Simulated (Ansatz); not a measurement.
Consider a comparison of norm-conserving and PAW potentials of Mg3Zn, space group I4/mmm (Ansatz 0.2.0 through its Python package).

Input file `mg3zn.cif`:
```cif
data_Mg3Zn
_cell_length_a 5.251754
_cell_length_b 5.251754
_cell_length_c 5.251754
_cell_angle_alpha 131.73333
_cell_angle_beta 131.73333
_cell_angle_gamma 70.65053
_symmetry_space_group_name_H-M 'P 1'
_symmetry_Int_Tables_number 1
loop_
_symmetry_equiv_pos_as_xyz
'x, y, z'
loop_
_atom_site_label
_atom_site_type_symbol
_atom_site_fract_x
_atom_site_fract_y
_atom_site_fract_z
Mg1 Mg    0.500000    0.500000    0.000000
Mg2 Mg    0.250000    0.750000    0.500000
Mg3 Mg    0.750000    0.250000    0.500000
Zn4 Zn    0.000000    0.000000    0.000000
```

`mg3zn.py`:
```python
'''Norm-conserving against PAW potentials for Mg3Zn.'''

import ansatz as az
from ase.io import read
import numpy as np
import pandas as pd

XC = 'PBEsol'
K_LENGTH = 24
OCCUPATIONS = 'Marzari-Vanderbilt'


def count_gap(report):
    # lowest empty less highest filled band, counting bands; zero where they overlap
    return max(report.get('gap_by_band_count_ev') or 0.0, 0.0)

atoms = read('mg3zn.cif')
mg3zn = az.Crystal.from_ase(atoms)

job = (
    mg3zn.calculation()
    .functional(XC)
    .kpoints(length=K_LENGTH)
    .occupations(OCCUPATIONS, width=100 * az.meV)
    .stress()
    .forces()
    .band_table()
)
variants = {
    'PAW': job.pseudopotentials('paw'),
    'norm-conserving': job.pseudopotentials('nc'),
}
# totals differ by the cores that each treatment holds, so compare what does not depend on them
rows = []
for label, variant in variants.items():
    rep = variant.run(threads=1, pin='off').report
    levels = np.array(rep['eigenvalues_ev'][0]) - rep['fermi_energy_ev']
    print(label, 'levels at the first k-point near E_F:', np.round(levels[np.abs(levels) < 5], 3))
    rows.append((label, rep['n_electrons'], np.trace(rep['stress_gpa']) / 3, float(np.abs(rep['forces_ev_ang']).max()), count_gap(rep)))
print(pd.DataFrame(rows, columns=['treatment', 'electrons in bands', 'P GPa', 'max force component eV/A', 'gap by band count eV']).round(4).to_string(index=False))
```

How well do the two treatments of the cores agree on the pressure?

PAW gives 0.075 GPa and norm-conserving 0.078 GPa, 0.004 GPa apart. They took 8.6 and 39.0 s of processor time.

What the script printed:

Output of `python mg3zn.py`:
```text
DeckWarning: basis.ecutwfc = 420 eV, auto-derived from the records' recommended cutoffs: set by Mg (normal level)
DeckWarning: crystal.symmetry: narrowed to the stabiliser of the k-point mesh — unitary ops 16 → 4; excluded 12 operations that carry a point of the 6×6×8 mesh (shift [0, 0, 0]) off the mesh (the run samples exactly the mesh kpoints.mp_grid names, as under crystal.symmetry.detect: false, and its converged state has the mesh's symmetry, not the crystal's; ε∞, the Born charges and the force constants of a linear response (`dielectric:` by the response, `phonons.method: dfpt`) are averaged over [...]
PAW levels at the first k-point near E_F: [-0.342  0.61   1.279  1.289  1.825  1.985  1.992  2.929]
DeckWarning: basis.ecutwfc = 1142.878222 eV, auto-derived from the records' recommended cutoffs: set by Mg (normal level)
norm-conserving levels at the first k-point near E_F: [-0.347  0.614  1.281  1.291  1.835  1.986  1.992  2.938]
      treatment  electrons in bands  P GPa  max force component eV/A  gap by band count eV
            PAW                42.0 0.0745                    0.0041                   0.0
norm-conserving                50.0 0.0783                    0.0041                   0.0
```
(Warnings from the package without file and line, shortened.)

The computed bands are complete only to about 2.9 eV above the Fermi level. For a metal this k-point mesh is coarse: on a finer one energies can move by several to tens of meV an atom and pressures by half a GPa or more, differences at one mesh by less. A gap by band count of zero or less means overlapping bands, a metal. The structure comes from a database of computed cells and needn't be a stable or known phase. Levels are Kohn-Sham eigenvalues on this mesh. Stress is positive in compression. Finished in 49 s on 1 thread of Intel(R) Xeon(R) Processor @ 2.70GHz, on a shared host, peak memory 1 GiB.
